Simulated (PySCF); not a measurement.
# [La(NH3)2]3+: structure and properties

Aim: find the relaxed shape of [La(NH3)2]3+, test it by its vibrations, and read charges and levels. It is a constructed species; whether it can be made isn't addressed.

Method: PBE, La def2-SVP with ECP46, N def2-SVP, H def2-SVP; scalar-relativistic core potentials, no spin–orbit coupling; program: PySCF 2.14.0.

3 further runs of the same task are left out: 1 for a known fault of the program, 2 that didn't finish.

## (1) Starting geometry

9 atoms, charge 3, spin multiplicity 1.

Bond lengths: La1–N2 2.620 Å, La1–N6 2.620 Å, N2–H3 1.020 Å, N2–H4 1.020 Å, N2–H5 1.020 Å, N6–H7 1.020 Å, N6–H8 1.020 Å, N6–H9 1.020 Å. Angles: N2–La1–N6 180.0°, La1–N2–H3 113.0°, La1–N2–H4 113.0°, La1–N2–H5 113.0°, H3–N2–H4 105.8°, H3–N2–H5 105.8°, H4–N2–H5 105.8°, La1–N6–H7 113.0°, La1–N6–H8 113.0°, La1–N6–H9 113.0°, H7–N6–H8 105.8°, H7–N6–H9 105.8°, H8–N6–H9 105.8°.

Coordinates:

```
La    0.00000    0.00000    0.00000
N     0.00000    0.00000    2.62000
H     0.81330    0.46960    3.01800
H    -0.81330    0.46960    3.01800
H     0.00000   -0.93920    3.01800
N     0.00000    0.00000   -2.62000
H     0.81330   -0.46960   -3.01800
H    -0.81330   -0.46960   -3.01800
H     0.00000    0.93920   -3.01800
```

Formal oxidation states: La +3.

## (2) SCF at the start, singlet

run.py (the lines that set the calculation) reads:

```python
mol = gto.M(atom='''
La     0.00000     0.00000     0.00000
N      0.00000     0.00000     2.62000
H      0.81330     0.46960     3.01800
H     -0.81330     0.46960     3.01800
H      0.00000    -0.93920     3.01800
N      0.00000     0.00000    -2.62000
H      0.81330    -0.46960    -3.01800
H     -0.81330    -0.46960    -3.01800
H      0.00000     0.93920    -3.01800''',
    basis={'La': 'def2-SVP', 'N': 'def2-SVP', 'H': 'def2-SVP'},
    ecp={'La': 'def2-SVP'},
    charge=3, spin=0)
mf = dft.RKS(mol, xc='PBE')
mf.grids.atom_grid = (50, 194)  # f atoms: unpruned, at least (60, 302)
mf = mf.density_fit()  # fitting sets: La def2-universal-JKFIT, N def2-universal-JKFIT, H def2-universal-JKFIT
mf.conv_tol = 1e-08; mf.max_cycle = 55
mf.kernel(dm0)  # dm0: free metal ions and neutral atoms
```

Launch:

```
$ OMP_NUM_THREADS=2 python run.py
```

Output:

```text
init E= -136.421392434881
  HOMO = -1.27444598225696  LUMO = -0.686136240621736  gap/eV = 16.00872
cycle= 1 E= -141.49288857186  delta_E= -5.07  |g|= 2.96  |ddm|= 2.99
cycle= 2 E= -127.639434331129  delta_E= 13.9  |g|= 4.56  |ddm|= 6.38
  HOMO = -0.878902608852089  LUMO = -0.557710912614728  gap/eV = 8.74007
cycle= 3 E= -142.954528833408  delta_E= -15.3  |g|= 1.04  |ddm|= 6.26
  HOMO = -0.875121547532485  LUMO = -0.670784090349165  gap/eV = 5.56031
cycle= 4 E= -143.309622067772  delta_E= -0.355  |g|= 0.411  |ddm|= 1.95
  HOMO = -0.806496021200811  LUMO = -0.695201024543515  gap/eV = 3.02849
cycle= 5 E= -143.350976059942  delta_E= -0.0414  |g|= 0.0545  |ddm|= 0.431
  HOMO = -0.809338308598493  LUMO = -0.698434081388933  gap/eV = 3.01786
cycle= 6 E= -143.351585535165  delta_E= -0.000609  |g|= 0.0103  |ddm|= 0.0449
  HOMO = -0.809364368174982  LUMO = -0.69969133274252  gap/eV = 2.98436
cycle= 7 E= -143.35160921163  delta_E= -2.37e-05  |g|= 0.00224  |ddm|= 0.0155
  HOMO = -0.809081909059614  LUMO = -0.699606318652627  gap/eV = 2.97898
cycle= 8 E= -143.351610284043  delta_E= -1.07e-06  |g|= 0.000447  |ddm|= 0.00185
  HOMO = -0.80904583243866  LUMO = -0.69961748948917  gap/eV = 2.97770
cycle= 9 E= -143.351610333561  delta_E= -4.95e-08  |g|= 3.97e-05  |ddm|= 0.000383
  HOMO = -0.809043212400287  LUMO = -0.699626003769459  gap/eV = 2.97739
cycle= 10 E= -143.351610334026  delta_E= -4.66e-10  |g|= 4.35e-06  |ddm|= 6.34e-05
  HOMO = -0.809044040525734  LUMO = -0.699624797993269  gap/eV = 2.97745
Extra cycle  E= -143.351610334016  delta_E= 9.83e-12  |g|= 7.84e-06  |ddm|= 1.35e-05
converged SCF energy = -143.351610334016
```

Wall time 3.2 s (2 threads of Intel Xeon Platinum 8488C (Sapphire Rapids), shared host); peak memory 0.57 GiB.

It gives: E = -143.351610 Eh, HOMO -22.02 eV, LUMO -19.04 eV, Mulliken charge on La1 +2.18 e. 

## (3) Relaxation, singlet

Steps are kept in the start's point group, D3d.

run.py (the lines that set the calculation) reads:

```python
mol = gto.M(atom='''
La     0.00000     0.00000     0.00000
N      0.00000     0.00000     2.62000
H      0.81334     0.46958     3.01800
H     -0.81334     0.46958     3.01800
H      0.00000    -0.93916     3.01800
N      0.00000     0.00000    -2.62000
H      0.81334    -0.46958    -3.01800
H     -0.81334    -0.46958    -3.01800
H      0.00000     0.93916    -3.01800''',
    basis={'La': 'def2-SVP', 'N': 'def2-SVP', 'H': 'def2-SVP'},
    ecp={'La': 'def2-SVP'},
    charge=3, spin=0)
mf = dft.RKS(mol, xc='PBE')
mf.grids.atom_grid = (50, 194)  # f atoms: unpruned, at least (60, 302)
mf = mf.density_fit()  # fitting sets: La def2-universal-JKFIT, N def2-universal-JKFIT, H def2-universal-JKFIT
mf.conv_tol = 1e-08; mf.max_cycle = 55
mf.kernel(dm0)  # dm0: an SCF of this state at this start
# quasi-Newton relaxation in Cartesian coordinates to a largest gradient under 0.00045 Eh/bohr, steps kept in the point group
```

Launch:

```
$ OMP_NUM_THREADS=2 python run.py
```

No log is kept here; the results follow.

It took 20 s on 2 threads of Intel Xeon Platinum 8488C (Sapphire Rapids), shared host.

Along the way:

```tsv
step	energy from step 1 (eV)	largest force component (eV/Å)
1	0.0000	1.8975
2	-0.1064	0.6038
3	-0.1256	0.0821
4	-0.1274	0.0561
5	-0.1277	0.0290
6	-0.1278	0.0113
7	-0.1278	0.0076
```

Distances of close pairs at the start and the end, largest changes first:

```tsv
bond	before (Å)	after (Å)	change (Å)
N2–H5	1.020	1.047	+0.027
N6–H9	1.020	1.047	+0.027
N2–H3	1.020	1.047	+0.027
N2–H4	1.020	1.047	+0.027
N6–H7	1.020	1.047	+0.027
N6–H8	1.020	1.047	+0.027
La1–N2	2.620	2.602	-0.018
La1–N6	2.620	2.602	-0.018
```

It ends in D3d at E = -143.356308 Eh.

```
La    0.0000    0.0000    0.0000
N     0.0000    0.0000    2.6025
H     0.8137    0.4698    3.0650
H    -0.8137    0.4698    3.0650
H     0.0000   -0.9396    3.0650
N     0.0000    0.0000   -2.6025
H     0.8137   -0.4698   -3.0650
H    -0.8137   -0.4698   -3.0650
H     0.0000    0.9396   -3.0650
```

## (4) Frequencies and infrared intensities

run.py (the lines that set the calculation) reads:

```python
mol = gto.M(atom='''
La     0.00000     0.00000     0.00000
N      0.00000     0.00000     2.60249
H      0.81374     0.46981     3.06495
H     -0.81374     0.46981     3.06495
H      0.00000    -0.93963     3.06495
N      0.00000     0.00000    -2.60249
H      0.81374    -0.46981    -3.06495
H     -0.81374    -0.46981    -3.06495
H      0.00000     0.93963    -3.06495''',
    basis={'La': 'def2-SVP', 'N': 'def2-SVP', 'H': 'def2-SVP'},
    ecp={'La': 'def2-SVP'},
    charge=3, spin=0)
mf = dft.RKS(mol, xc='PBE')
mf.grids.atom_grid = (50, 194)  # f atoms: unpruned, at least (60, 302)
mf = mf.density_fit()  # fitting sets: La def2-universal-JKFIT, N def2-universal-JKFIT, H def2-universal-JKFIT
mf.conv_tol = 1e-10; mf.max_cycle = 55
mf.kernel(dm0)  # dm0: the density of the relaxed state
# Hessian and dipole derivatives by central differences of gradients, 0.02 bohr
```

Launch:

```
$ OMP_NUM_THREADS=2 python run.py
```

The driver keeps no SCF log for this step, only its results.

Wall time 31 s (2 threads of Intel Xeon Platinum 8488C (Sapphire Rapids), shared host).

Point group D3d; negative numbers are unstable modes, and those under 60 cm⁻¹ are near the numerical noise:

```tsv
cm⁻¹	km/mol	symmetry
-128	1.2	eu
-128	1.2	eu
28	0.0	a1u
327	63.9	a2u
329	0.0	a1g
573	151.1	eu
573	151.1	eu
610	0.0	eg
610	0.0	eg
1360	217.9	a2u
1363	0.0	a1g
1550	95.8	eu
1550	95.8	eu
1571	0.0	eg
1571	0.0	eg
3224	594.0	a2u
3232	0.0	a1g
3289	305.4	eu
3289	305.4	eu
3290	0.0	eg
3290	0.0	eg
```

## (5) Displaced along the imaginary mode

No symmetry is imposed.

run.py (the lines that set the calculation) reads:

```python
mol = gto.M(atom='''
La     0.02241    -0.05119     0.00000
N     -0.08971     0.20489     2.60249
H      0.71324     0.69826     3.05982
H     -0.91115     0.69691     3.02760
H     -0.10012    -0.71453     3.10743
N     -0.08971     0.20489    -2.60249
H      0.71633    -0.24272    -3.10230
H     -0.91424    -0.24137    -3.07008
H     -0.10012     1.16473    -3.02247''',
    basis={'La': 'def2-SVP', 'N': 'def2-SVP', 'H': 'def2-SVP'},
    ecp={'La': 'def2-SVP'},
    charge=3, spin=0)
mf = dft.RKS(mol, xc='PBE')
mf.grids.atom_grid = (50, 194)  # f atoms: unpruned, at least (60, 302)
mf = mf.density_fit()  # fitting sets: La def2-universal-JKFIT, N def2-universal-JKFIT, H def2-universal-JKFIT
mf.conv_tol = 1e-08; mf.max_cycle = 55
mf.kernel(dm0)  # dm0: an SCF of this state at this start
# quasi-Newton relaxation in Cartesian coordinates to a largest gradient under 0.00045 Eh/bohr, steps kept in the point group
```

Launch:

```
$ OMP_NUM_THREADS=2 python run.py
```

No log is kept here; the results follow.

Run time: 72 s. Hardware: 2 threads of Intel Xeon Platinum 8488C (Sapphire Rapids), shared host.

The steps of the relaxation:

```tsv
step	energy from step 1 (eV)	largest force component (eV/Å)
1	0.0000	0.2966
2	-0.0195	0.3356
3	-0.0418	0.3655
4	-0.0670	0.3827
5	-0.0942	0.3862
6	-0.1225	0.3764
7	-0.1508	0.3555
8	-0.2746	0.1658
9	-0.3292	0.3411
10	-0.3622	0.3563
11	-0.4283	0.1224
12	-0.4540	0.3060
13	-0.4628	0.2170
14	-0.4674	0.1389
15	-0.4689	0.0613
16	-0.4694	0.0643
17	-0.4699	0.0355
18	-0.4701	0.0217
19	-0.4701	0.0066
```

Distances of close pairs at the start and the end, largest changes first:

```tsv
bond	before (Å)	after (Å)	change (Å)
La1–N6	2.617	2.529	-0.089
La1–N2	2.617	2.529	-0.088
N2–H3	1.048	1.049	+0.001
N6–H8	1.048	1.049	+0.001
N6–H9	1.048	1.048	-0.000
N2–H5	1.049	1.049	-0.000
N6–H7	1.049	1.049	-0.000
N2–H4	1.048	1.048	+0.000
```

It ends in C1 at E = -143.375659 Eh.

```xyz
9
charge 3, multiplicity 1
La    0.4689   -1.1047   -0.0002
N    -0.0826    0.1858    2.1040
H     0.6366    0.8832    2.4138
H    -0.9637    0.7526    2.0896
H    -0.2049   -0.4112    2.9575
N    -0.0806    0.1872   -2.1036
H     0.5820    0.0230   -2.8996
H    -1.0120   -0.0279   -2.5348
H    -0.0967    1.2318   -2.0267
```

## (6) The relaxed geometry turned into its symmetry frame

run.py (the lines that set the calculation) reads:

```python
mol = gto.M(atom='''
La     0.11170    -0.26199    -0.00006
N     -0.43980     1.02858     2.10407
H      0.27945     1.72596     2.41391
H     -1.32092     1.59536     2.08970
H     -0.56212     0.43155     2.95758
N     -0.43778     1.02995    -2.10351
H      0.22480     0.86577    -2.89952
H     -1.36920     0.81481    -2.53471
H     -0.45384     2.07450    -2.02656''',
    basis={'La': 'def2-SVP', 'N': 'def2-SVP', 'H': 'def2-SVP'},
    ecp={'La': 'def2-SVP'},
    charge=3, spin=0)
mf = dft.RKS(mol, xc='PBE')
mf.grids.atom_grid = (50, 194)  # f atoms: unpruned, at least (60, 302)
mf = mf.density_fit()  # fitting sets: La def2-universal-JKFIT, N def2-universal-JKFIT, H def2-universal-JKFIT
mf.conv_tol = 1e-08; mf.max_cycle = 55
mf.kernel(dm0)  # dm0: free metal ions and neutral atoms
```

Launch:

```
$ OMP_NUM_THREADS=2 python run.py
```

Output:

```text
init E= -136.365145408208
  HOMO = -1.30201377496132  LUMO = -0.701811334385751  gap/eV = 16.33234
cycle= 1 E= -141.403750182874  delta_E= -5.04  |g|= 3.01  |ddm|= 2.98
  HOMO = -0.632840252210664  LUMO = -0.623092506974862  gap/eV = 0.26525
cycle= 2 E= -124.102463854684  delta_E= 17.3  |g|= 5.46  |ddm|= 8.17
  HOMO = -0.850964735095259  LUMO = -0.575749711261007  gap/eV = 7.48898
cycle= 3 E= -142.942930673936  delta_E= -18.8  |g|= 1.12  |ddm|= 8.11
  HOMO = -0.888813738676048  LUMO = -0.706683635988379  gap/eV = 4.95601
cycle= 4 E= -143.358179138175  delta_E= -0.415  |g|= 0.245  |ddm|= 2.35
  HOMO = -0.8602473429989  LUMO = -0.681617646827355  gap/eV = 4.86076
cycle= 5 E= -143.37470745173  delta_E= -0.0165  |g|= 0.0582  |ddm|= 0.393
  HOMO = -0.860666286867196  LUMO = -0.677279605757586  gap/eV = 4.99021
cycle= 6 E= -143.375518102031  delta_E= -0.000811  |g|= 0.0239  |ddm|= 0.0804
  HOMO = -0.862739926434566  LUMO = -0.67840070800129  gap/eV = 5.01613
cycle= 7 E= -143.375621512931  delta_E= -0.000103  |g|= 0.0128  |ddm|= 0.0274
  HOMO = -0.863652860614647  LUMO = -0.678791589417408  gap/eV = 5.03033
cycle= 8 E= -143.375658676782  delta_E= -3.72e-05  |g|= 0.00176  |ddm|= 0.0111
  HOMO = -0.863656202410361  LUMO = -0.678769112874893  gap/eV = 5.03103
cycle= 9 E= -143.375659369305  delta_E= -6.93e-07  |g|= 0.000295  |ddm|= 0.00142
  HOMO = -0.863661619321428  LUMO = -0.678734713050152  gap/eV = 5.03212
cycle= 10 E= -143.375659394208  delta_E= -2.49e-08  |g|= 4.28e-05  |ddm|= 0.000425
  HOMO = -0.863662436398714  LUMO = -0.678732569996234  gap/eV = 5.03220
cycle= 11 E= -143.375659394686  delta_E= -4.79e-10  |g|= 7.07e-06  |ddm|= 4.89e-05
  HOMO = -0.863664313282604  LUMO = -0.678733667966066  gap/eV = 5.03222
Extra cycle  E= -143.375659394681  delta_E= 5e-12  |g|= 9.07e-06  |ddm|= 1.41e-05
converged SCF energy = -143.375659394681
```

Wall time 2.6 s (2 threads of Intel Xeon Platinum 8488C (Sapphire Rapids), shared host).

It gives: E = -143.375659 Eh, HOMO -23.50 eV, LUMO -18.47 eV, Mulliken charge on La1 +2.07 e. 

## (7) Harmonic vibrations

Edit run.py (the lines that set the calculation) of step 6 so:

```diff
@@ -16,3 +16,4 @@
 mf = mf.density_fit()  # fitting sets: La def2-universal-JKFIT, N def2-universal-JKFIT, H def2-universal-JKFIT
-mf.conv_tol = 1e-08; mf.max_cycle = 55
-mf.kernel(dm0)  # dm0: free metal ions and neutral atoms
+mf.conv_tol = 1e-10; mf.max_cycle = 55
+mf.kernel(dm0)  # dm0: the density of the relaxed state
+# Hessian and dipole derivatives by central differences of gradients, 0.02 bohr
```

Launch:

```
$ OMP_NUM_THREADS=2 python run.py
```

No log is kept here; the results follow.

It took 2.8 min on 2 threads of Intel Xeon Platinum 8488C (Sapphire Rapids), shared host.

Point group C1; negative numbers are unstable modes, and those under 60 cm⁻¹ are near the numerical noise:

```tsv
cm⁻¹	km/mol
-54	0.5
25	0.4
74	5.8
351	2.5
357	16.0
630	31.4
632	6.9
641	111.8
658	74.9
1359	113.7
1362	62.3
1544	85.4
1546	74.4
1548	31.1
1548	25.1
3212	487.0
3219	102.9
3276	118.5
3276	203.1
3285	163.6
3288	177.7
```

## (8) Charges, bond orders and levels

run.py (the lines that set the calculation) reads:

```python
mol = gto.M(atom='''
La     0.46888    -1.10473    -0.00016
N     -0.08262     0.18584     2.10397
H      0.63663     0.88323     2.41381
H     -0.96374     0.75263     2.08960
H     -0.20494    -0.41119     2.95748
N     -0.08060     0.18722    -2.10361
H      0.58198     0.02303    -2.89962
H     -1.01202    -0.02793    -2.53481
H     -0.09666     1.23177    -2.02666''',
    basis={'La': 'def2-SVP', 'N': 'def2-SVP', 'H': 'def2-SVP'},
    ecp={'La': 'def2-SVP'},
    charge=3, spin=0)
mf = dft.RKS(mol, xc='PBE')
mf.grids.atom_grid = (75, 302)  # f atoms: unpruned, at least (60, 302)
mf = mf.density_fit()  # fitting sets: La def2-universal-JKFIT, N def2-universal-JKFIT, H def2-universal-JKFIT
mf.conv_tol = 1e-09; mf.max_cycle = 55
mf.kernel(dm0)  # dm0: the density of the relaxed state
```

Launch:

```
$ OMP_NUM_THREADS=2 python run.py
```

Output:

```text
init E= -143.375658079245
  HOMO = -0.86366478305536  LUMO = -0.6787332992872  gap/eV = 5.03224
cycle= 1 E= -143.375658080679  delta_E= -1.43e-09  |g|= 2.05e-05  |ddm|= 0.000146
  HOMO = -0.863661481414387  LUMO = -0.678733849304226  gap/eV = 5.03214
cycle= 2 E= -143.375658080435  delta_E= 2.44e-10  |g|= 3.84e-05  |ddm|= 5.01e-05
  HOMO = -0.863663708312131  LUMO = -0.678733438318515  gap/eV = 5.03221
cycle= 3 E= -143.375658080783  delta_E= -3.48e-10  |g|= 3.72e-06  |ddm|= 3.29e-05
  HOMO = -0.863663504377626  LUMO = -0.67873354158721  gap/eV = 5.03220
Extra cycle  E= -143.37565808078  delta_E= 2.96e-12  |g|= 5.3e-06  |ddm|= 7.69e-06
converged SCF energy = -143.37565808078
```

It took 11 s on 2 threads of Intel Xeon Platinum 8488C (Sapphire Rapids), shared host.

It gives: E = -143.375658 Eh, HOMO -23.50 eV, LUMO -18.47 eV, Mulliken charge on La1 +2.07 e, largest force component 0.007 eV/Å. 

Löwdin charges:

```tsv
atom	value (e)
La1	1.92
N2	0.02
H3	0.17
H4	0.17
H5	0.18
N6	0.02
H7	0.18
H8	0.17
H9	0.17
```

Mulliken charges: La1 +2.07, N2 -0.31, H3 +0.26, H4 +0.26, H5 +0.26, N6 -0.31, H7 +0.26, H8 +0.26, H9 +0.25 e.

Contacts (the nearest donor of each ligand) and Mayer bond orders:

```tsv
contact	distance (Å)	bond order
La1–N2 (NH3)	2.529	0.71
La1–N6 (NH3)	2.529	0.71
```

Mulliken populations of La1 outside the core potential: s 2.13, p 6.07, d 0.67, f 0.06.

The fields below are evaluated on a grid from the run's orbitals.

Frontier orbitals at PBE, with the share of their density that lies nearest to each atom:

```tsv
orbital	energy (eV)	lies on
HOMO	-23.50	N2, N6 about 33 % each; La1 13 %
LUMO	-18.47	La1 91 %
```

ELF in a plane through or near 3 of the atoms.

Ten even steps from ' ' (0.00) to '@' (0.95):
```
                                                        
                                                        
                                                        
                                                        
                ....                                    
              ::****--              ....                
            ..**@@@@##::          --++++--              
            ..**@@@@%%--        ..++####==              
            ::**%%@@##==..    ..--**%%%%**::            
          ::++**++++%%**..    ..**%%==++**++--..        
        ::++%%%%::==@@++::====::++@@==::%%@@%%++        
        ::**%%%%##%%%%==##@@@@##==%%%%%%@@@@@@##        
        ..==++==++++--++%%----%%++--++++##@@@@==        
                ......##%%    %%##......::==--          
                    ..%%@@####@@##..                    
                    ..##@@%%%%@@##..                    
                      ==++++++++==                      
                                                        
                                                        
                                                        
```
The map spans 11.1 Å across and 8.0 Å up, centred on the molecule. Atoms in the plane (x, y in Å): La1 (0.0, -1.4), N2 (2.1, 0.0), N6 (-2.1, 0.0).

On the surface of density 0.002 e/bohr³ the electrostatic potential runs, from the 1st to the 99th percentile, from 12.54 to 21.32 V.

## (9) Results

| quantity | value |
| --- | --- |
| state and point group | singlet, C1 |
| first geometry: modes | -128 to 3290 cm⁻¹, 2 unstable |
| first geometry: strongest infrared band (modes within 1.5 cm⁻¹ summed) | 3289 cm⁻¹ (611 km/mol) |
| modes | -54 to 3288 cm⁻¹, 1 unstable |
| strongest infrared band (modes within 1.5 cm⁻¹ summed) | 3212 cm⁻¹ (487 km/mol) |
| metal–ligand contacts | 2.53 Å |
| frontier levels | HOMO -23.50 eV, LUMO -18.47 eV |
| dipole about the centre of mass | 3.25 D |
| mean polarisability | 5.7 Å³ |

**Reading.** At the first geometry 2 modes are unstable, so this structure is a saddle point; the molecule was then pushed along the lowest one and relaxed again. At the final geometry 1 mode is unstable, within the noise, so a saddle point isn't shown. The metal carries +1.92 e by Löwdin's partition against a formal +3, and bond orders to the nearest donors reach 0.71. Both measures hang on the basis. Leaving the first, D3d structure gained 0.53 eV and gave C1. One start shape was tried, so another isomer may lie lower. The bases are small and lack diffuse functions. Spin–orbit coupling is left out.
